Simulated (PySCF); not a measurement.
# Solver options tried on GaI

The same problem is solved with other solver options, one edit a run.

Method: each script names its method and basis; program: PySCF 2.14.0.

4 further runs of the same task are left out: 1 for a known fault of the program, 3 that didn't finish.

## Step 1: Starting geometry

GaI: 2 atoms, charge 0, spin multiplicity 1.

Bond lengths: Ga1–I2 2.641 Å.

## Step 2: Base script

File input.py:

```python
from pyscf import gto, scf, mcscf

mol = gto.M(
    atom='Ga 0 0 0; I 0 0 2.641',
    basis='lanl2dz',
    ecp={'Ga': 'lanl2dz', 'I': 'lanl2dz'},
    charge=0,
    spin=0,
    verbose=4,
)
mf = scf.RHF(mol)
mf.kernel()
mc = mcscf.CASCI(mf, 2, 2)
mc.kernel()
mc.analyze()
mf.dip_moment()
print('orbital energies (hartree):', mf.mo_energy[..., max(0, mol.nelec[1]-3):mol.nelec[0]+3].round(4))
```

Launch:

```console
$ OMP_NUM_THREADS=1 python input.py
```

The log of this run is left out.

In short: E(SCF) = -13.189362 Eh, 8 cycles, E(CAS) − E(SCF) = -0.00119 Eh, μ = 4.15 D (of the SCF density).

The bond length is a typed value, not an optimised one.

## Step 3: Cycle limit 8

Edit 1 changes cycle limit: 50 → 8.

File input.py:

```python
from pyscf import gto, scf, mcscf

mol = gto.M(
    atom='Ga 0 0 0; I 0 0 2.641',
    basis='lanl2dz',
    ecp={'Ga': 'lanl2dz', 'I': 'lanl2dz'},
    charge=0,
    spin=0,
    verbose=4,
)
mf = scf.RHF(mol)
mf.max_cycle = 8
mf.kernel()
mc = mcscf.CASCI(mf, 2, 2)
mc.kernel()
mc.analyze()
mf.dip_moment()
print('orbital energies (hartree):', mf.mo_energy[..., max(0, mol.nelec[1]-3):mol.nelec[0]+3].round(4))
```

Launch:

```console
$ OMP_NUM_THREADS=1 python input.py
```

## Step 4: Second-order solver on

Edit 2 changes second-order solver: off → on.

input.py, as its differences from that of step 2:

```diff
@@ -11,2 +11,3 @@
 mf = scf.RHF(mol)
+mf = mf.newton()
 mf.kernel()
```

## Step 5: Initial guess sap

Edit 3 changes initial guess: minao → sap.

input.py, as its differences from that of step 2:

```diff
@@ -11,2 +11,3 @@
 mf = scf.RHF(mol)
+mf.init_guess = 'sap'
 mf.kernel()
```

## Step 6: Smearing width 0.2 hartree

Edit 4 changes smearing width: none → 0.2 hartree; step after the SCF: casci → none.

input.py, as its differences from that of step 2:

```diff
@@ -1,2 +1,2 @@
-from pyscf import gto, scf, mcscf
+from pyscf import gto, scf
 
@@ -11,6 +11,4 @@
 mf = scf.RHF(mol)
+mf = scf.addons.smearing_(mf, sigma=0.2, method='fermi')
 mf.kernel()
-mc = mcscf.CASCI(mf, 2, 2)
-mc.kernel()
-mc.analyze()
 mf.dip_moment()
```

Before running it: what results should come out? Wanted: for each run, E(SCF); from base; gap; SCF dipole; after the SCF.

The runs gave:

| run | E(SCF) (hartree) | from base (eV) | cycles | gap (eV) | SCF dipole (D) | after the SCF |
| --- | --- | --- | --- | --- | --- | --- |
| base | -13.189362 | 0 | 8 | 9.23 | 4.15 | CASCI correlation -0.032 eV |
| cycle limit 8 | -13.189362 | 0.0000 | 8 | 9.23 | 4.15 | CASCI correlation -0.032 eV |
| second-order solver on | -13.189362 | 0.0000 | 4 macro | 9.23 | 4.15 | CASCI correlation -0.032 eV |
| initial guess sap | -13.189362 | 0.0000 | 9 | 9.23 | 4.15 | CASCI correlation -0.032 eV |
| smearing width 0.2 hartree (poor choice) | -12.078053 | not comparable | 15 | n/a | 6.22 | n/a |

Distance from each run's final energy (log10 hartree) by cycle:

| run | cycle 1 | cycle 2 | cycle 3 | cycle 5 | cycle 8 | cycle 12 |
| --- | --- | --- | --- | --- | --- | --- |
| base | -1.5 | -3.1 | -4.2 | -6.3 | < -11 | done |
| cycle limit 8 | -1.5 | -3.1 | -4.2 | -6.3 | < -11 | done |
| second-order solver on | -2.4 | -4.6 | < -11 | done | done | done |
| initial guess sap | 0.0 | 0.2 | -1.7 | -4.2 | -9.8 | done |
| smearing width 0.2 hartree (poor choice) | -0.3 | -1.1 | -1.1 | -3.1 | -5.6 | -8.1 |

The SCF energy stays the same, to the digits that matter, with cycle limit 8 or second-order solver on or initial guess sap. With cycle limit 8, initial guess sap the path hardly changes: 8 to 9 cycles against 8. Rows marked «poor choice» come from settings spoiled on purpose.
